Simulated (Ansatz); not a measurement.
Working through a comparison of functionals at one structure of SnTe3, space group Fm-3m

With Ansatz 0.2.0, Python API.

Notebook, run cell by cell (the value of a cell's last expression is shown):

In [1]:
```python
from dataclasses import dataclass
import warnings

import ansatz as az
import numpy as np
from tabulate import tabulate
```

In [2]:
```python
@dataclass(frozen=True)
class Settings:
    cutoff_ev: int = 550
    width_ev: float = 0.05
```

In [3]:
```python
opts = Settings()
```

In [4]:
```python
warnings.simplefilter("ignore", az.DeckWarning)

vectors = np.array([
    [0.0, 3.861219, 3.861219],
    [3.861219, 0.0, 3.861219],
    [3.861219, 3.861219, 0.0],
])
xtal = (
    az.Lattice.of(vectors)
    .atom("Sn", (0.0, 0.0, 0.0))
    .atom("Te", (0.25, 0.25, 0.25))
    .atom("Te", (0.75, 0.75, 0.75))
    .atom("Te", (0.5, 0.5, 0.5))
)
```

In [5]:
```python
job = (
    xtal.calculation()
    .pseudopotentials("paw", azcp={"folder": "soft_1"})
    .basis(opts.cutoff_ev)
    .kpoints(4)
    .occupations(az.OccupationsMethod.FERMI_DIRAC, width=opts.width_ev)
    .forces()
    .stress()
)
```

In [6]:
```python
rows = []
for value in ["revpbe", "pbe", "lda", "r2scan", "blyp"]:
    report = job.functional(value).run(threads=1, pin="off").report
    rows.append((value, report["free_energy_ev"] / len(report["lattice"]["sites"]), report["n_iterations"], sum(report["stress_gpa"][i][i] for i in range(3)) / 3, max(abs(f) for row in report["forces_ev_ang"] for f in row), report["n_kpoints"]))
```

In [7]:
```python
print(tabulate(rows, headers=["functional", "F/atom (eV)", "iterations", "P (GPa)", "max component (eV/A)", "k-points"], floatfmt=".4f", tablefmt="github"))
```
```text
| functional   |   F/atom (eV) |   iterations |   P (GPa) |   max component (eV/A) |   k-points |
|--------------|---------------|--------------|-----------|------------------------|------------|
| revpbe       |    -6747.1837 |            8 |    1.3820 |                 0.0000 |          8 |
| pbe          |    -6740.9550 |            8 |    0.4040 |                 0.0000 |          8 |
| lda          |    -6590.2227 |            8 |   -3.5438 |                 0.0000 |          8 |
| r2scan       |    -6755.5906 |            8 |    0.4828 |                 0.0000 |          8 |
| blyp         |    -6757.7845 |            8 |    5.8044 |                 0.0000 |          8 |
```

From lowest to highest: LDA (-3.5 GPa), PBE (0.4 GPa), r2SCAN (0.5 GPa), revPBE (1.4 GPa) and BLYP (5.8 GPa). At a fixed cell a lower pressure usually means a smaller equilibrium volume, so LDA prefers the smallest cell and BLYP the largest.

What to keep in mind:
- BLYP can be off by several per cent in the lattices of metals, and by several GPa in the pressure at a fixed cell.
- The mesh is modest for a metal, so energies can be off by several to tens of meV an atom and pressures by half a GPa or more; differences at equal mesh fare better.
- Forces vanish by symmetry here and test nothing.
- The PAW files read here were made with PBE, not with each functional that runs on them.
- Pressure is positive in compression.
- The structure comes from a database of computed cells and needn't be a stable or known phase.
- Total energies of different functionals can't be compared; pressures, moments and gaps at this one structure can.
- The script silences the warnings on its input, which a real study should read.
- The whole script took 13 s on 1 thread of Intel(R) Xeon(R) Processor @ 2.30GHz (shared host), peak memory 0.96 GiB.
